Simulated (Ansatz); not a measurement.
# Tl: a listed cell, distorted in several ways

Aim: see how energy, forces, stress and gap of Tl answer to further strains and shifts, other functionals. Nothing is relaxed unless a step says so.

Method: DFT PBEsol, scalar-relativistic, plane waves, PAW, in Ansatz 0.2.0.

1 further run of the same task is left out (set aside as unsound or not needed).

### 1 The starting structure

The structure is hexagonal, space group P6_3/mmc (No. 194). The conventional cell has a = 3.456 Å, b = 3.456 Å, c = 5.525 Å, α = 90.00°, β = 90.00°, γ = 120.00°. Around Tl (site symmetry -6m2) lie 12 Tl at 3.41 to 3.46 Å.

Coordinates:

```
CELL_PARAMETERS angstrom
3.45600 0.00000 0.00000
-1.72800 2.99298 0.00000
0.00000 0.00000 5.52500
ATOMIC_POSITIONS crystal
Tl 0.33333 0.66667 0.25000
Tl 0.66667 0.33333 0.75000
```

The structure comes from the Crystallography Open Database.

### 2 A change within the space group

What differs from the listed cell: strain xx, yy, zz, yz, xz, xy = +1.6, +1.6, +10.6, +0.0, +0.0, +0.0 %.

File input.yaml:

```yaml
crystal:
  lattice:
    - [3.51163993, 0.0, 0.0]
    - [-1.7558199651, 3.0411693884, 0.0]
    - [0.0, 0.0, 6.1112025]
  atoms:
    - { symbol: Tl, position: [0.3333333333, 0.6666666667, 0.25] }
    - { symbol: Tl, position: [0.6666666667, 0.3333333333, 0.75] }
basis:
  ecutwfc: 420
kpoints:
  mp_grid: { grid: [12, 12, 6] }
hamiltonian:
  xc: pbesol
scf:
  occupations: { method: gaussian, width: 0.1 }
output:
  forces: true
  stress: true
  eigenvalues: true
  populations: true
```

The run is started by

```
$ ansatz run input.yaml --threads 1 --pin off --max-ram 1331MiB --backend cpu --events-out ev --progress --plain --runs-dir out
```

### 3 Functional and cell changed: PBE

input.yaml, as its differences from that of step 2:

```diff
@@ -2,5 +2,5 @@
   lattice:
-    - [3.51163993, 0.0, 0.0]
-    - [-1.7558199651, 3.0411693884, 0.0]
-    - [0.0, 0.0, 6.1112025]
+    - [3.2830947587, 0.0, 0.0]
+    - [-1.6415473794, 2.8432434641, 0.0]
+    - [0.0, 0.0, 5.74583425]
   atoms:
@@ -11,5 +11,5 @@
 kpoints:
-  mp_grid: { grid: [12, 12, 6] }
+  mp_grid: { grid: [15, 15, 8] }
 hamiltonian:
-  xc: pbesol
+  xc: pbe
 scf:
```

Q: Predict the outcome of this session. Wanted: for each run, case; energy; pressure; largest force.

The runs gave:

| step | case | energy (meV/atom) | pressure (GPa) | largest force (eV/Å) | gap on the mesh (eV) |
| --- | --- | --- | --- | --- | --- |
| 2 | a change within the space group | +0.0 | -3.3 | 0.00 | 0.00 |
| 3 | functional and cell changed: PBE | n/a | 6.4 | 0.00 | 0.00 |

Energies are counted from step 2, with the smearing taken to zero. Other atoms or functionals have another zero of energy (n/a). A gap of 0.00 means none on the mesh at this level.

What this shows: Spin-orbit coupling is left out for Tl.
